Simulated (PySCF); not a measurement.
# BPb: bond curves at several levels of theory

Aim: find the lowest electronic state of BPb, scan its bond at several levels of theory, and get bond length, wavenumber and dissociation energy from each curve.

The runs use PySCF 2.14.0; B def2-SVPD, Pb def2-SVPD with ECP60, scalar-relativistic core potentials.

## (1) Set-up

The job is set up so:

```yaml
atoms: B, Pb
charge: 0
basis: B def2-SVPD, Pb def2-SVPD with ECP60
Hamiltonian: scalar-relativistic core potentials
basis_functions: 52
electrons_treated: 27
masses_in_u: 11.0093, 207.9766
levels: PBE0, PBE, r²SCAN, BLYP, M06-2X, BP86, HF, MP2, SCS-MP2, CCSD, CCSD(T)
grid: 80 radial by 434 angular points
occupations: held fixed by the projection of orbital angular momentum
dissociation_limit: B + Pb, each in its ground configuration
starting_distance_in_angstrom: 2.210
values_of_2S_to_try: 1, 3
```

Launch:

```sh
OMP_NUM_THREADS=1 python dia.py task.json out
```

The runs that follow: The PBE0 curve of the state that the search chose; Excited determinants; PBE; r²SCAN (meta-GGA); BLYP (GGA); M06-2X; BP86 (GGA); UHF (mean field); MP2 and coupled cluster.

**Question.** What will these runs give? Wanted: for each run, Re; ωe; De; μ.

The runs gave:

Lowest PBE0 solution found, without spin–orbit coupling: ⁴Σ⁻ (quartet), unpaired electrons σ ↑, π ↑↑. State 2 has its PBE0 minimum 0.34 eV higher, as a spin-mixed determinant (⟨S²⟩ = 1.77), so this is no gap between pure states. State 3 has its PBE0 minimum 0.37 eV higher, as a spin-mixed determinant (⟨S²⟩ = 1.76), so this is no gap between pure states. State 4 has its PBE0 minimum 0.95 eV higher. The other levels ran on the lowest alone.

```csv
level,Re (Å),ωe (cm⁻¹),De (eV),μ (D)
UHF,2.241,495,1.22,1.40
UHF-MP2,2.243,594,2.26,n/a
UHF-SCS-MP2,2.251,571,1.87,n/a
UHF-CCSD,2.277,491,1.99,n/a
UHF-CCSD(T),2.283,492,2.15,n/a
PBE,2.283,490,2.87,2.01
BLYP,2.312,462,2.54,1.97
BP86,2.290,482,2.77,1.93
r²SCAN,2.263,512,2.75,1.78
PBE0,2.253,518,2.59,1.93
M06-2X,2.258,499,2.23,1.80
```

De is counted to B + Pb in their ground configurations. A positive dipole means B(−)Pb(+).

The methods spread over 0.071 Å in bond length, from UHF to BLYP. Of the levels with a De here, UHF gives the least (1.22 eV) and PBE the most (2.87 eV).

Correlated steps freeze 5 core orbitals. These are scalar-relativistic numbers at best; spin–orbit coupling would shift them, the dissociation energy most. T1 is 0.021 near the minimum (highest on the curve 0.053), which may point to more than one leading configuration. With spin–orbit coupling the term label itself may not hold.
